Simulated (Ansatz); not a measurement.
# C₂H₅BClF: one species, many methods

An exercise on one series of results from a longer session: the logs are not shown, and one member is left open.

Program: Ansatz 0.2.0, Gaussian basis. Level of theory: functionals in def2-TZVPP, the program's frozen cores in correlated methods. These are calculated values, not measurements.

The runs, in order: PBE-D4, r2SCAN-D4, PBE0-D4, B3LYP-D4, ωB97X-V, ωB97M-V, B2PLYP; CCSD(T)/def2-TZVPP; MP2/def2-QZVPP; extrapolation to the limit.

### Structure used throughout

The geometry comes from an earlier relaxation with PBE0-D4 in a triple-zeta def2 set; it is a stationary point, not always the lowest conformer.

SMILES `BC(F)CCl`, 10 atoms, charge 0, spin multiplicity 1.

Atoms are counted from 1 here; the program's logs count them from 0.

Bond lengths: B1–C2 1.558 Å, B1–H6 1.192 Å, B1–H7 1.195 Å, C2–F3 1.386 Å, C2–C4 1.509 Å, C2–H8 1.109 Å, C4–Cl5 1.782 Å, C4–H9 1.090 Å, C4–H10 1.089 Å. Angles: C2–B1–H6 120.8°, C2–B1–H7 118.2°, H6–B1–H7 120.9°, B1–C2–F3 113.9°, B1–C2–C4 115.3°, B1–C2–H8 102.6°, F3–C2–C4 109.7°, F3–C2–H8 107.0°, C4–C2–H8 107.5°, C2–C4–Cl5 112.6°, C2–C4–H9 110.7°, C2–C4–H10 110.0°, Cl5–C4–H9 106.7°, Cl5–C4–H10 107.3°, H9–C4–H10 109.4°.

The first run:

Input file in.yaml:

```yaml
crystal:
  periodic: [false, false, false]
  atoms:
    - {symbol: B, position_ang: [-1.309181, -0.711714, -0.281207]}
    - {symbol: C, position_ang: [0.178928, -0.496831, 0.126495]}
    - {symbol: F, position_ang: [0.520299, -1.080339, 1.335992]}
    - {symbol: C, position_ang: [0.655255, 0.934913, 0.099963]}
    - {symbol: Cl, position_ang: [2.428724, 1.067755, 0.206340]}
    - {symbol: H, position_ang: [-2.010288, -1.450801, 0.336944]}
    - {symbol: H, position_ang: [-1.707393, -0.172271, -1.270553]}
    - {symbol: H, position_ang: [0.728458, -1.046223, -0.665087]}
    - {symbol: H, position_ang: [0.248493, 1.491759, 0.943735]}
    - {symbol: H, position_ang: [0.349805, 1.412750, -0.829720]}
basis:
  gaussian: {orbitals: def2-TZVPP}
hamiltonian: {xc: pbe, dispersion: d4}
output: {forces: true, orbitals: {seedname: orbitals}}
```

Launch:

```console
$ ansatz run in.yaml --threads 4 --pin off --events-out ev --progress --plain --max-ram 10444MiB
```

Among the steps run: PBE-D4 (GGA); r2SCAN-D4 (meta-GGA); PBE0-D4 (hybrid); B3LYP-D4 (hybrid); ωB97X-V (range-separated); ωB97M-V (range-separated); B2PLYP (double hybrid); CCSD(T) in def2-TZVPP; MP2 in def2-QZVPP.

One of the session's tables, all rows but one given; the rest of the session is left out.

```
            method  atomisation energy (kJ/mol)
            PBE-D4                       3714.5
         r2SCAN-D4                       3645.6
           PBE0-D4                       3652.2
          B3LYP-D4                            ?
           ωB97X-V                       3635.3
           ωB97M-V                       3642.0
            B2PLYP                       3586.8
     HF/def2-TZVPP                       2700.8
    MP2/def2-TZVPP                       3601.0
   CCSD/def2-TZVPP                       3473.4
CCSD(T)/def2-TZVPP                       3525.3
           MP2/CBS                       3688.0
       CCSD(T)/CBS                       3612.3
```

**Question.** Estimate the row for B3LYP-D4.

The run gave: atomisation energy (kJ/mol): 3622.7. In the column «atomisation energy (kJ/mol)» it lies between CCSD(T)/CBS (3612.3) and ωB97X-V (3635.3).
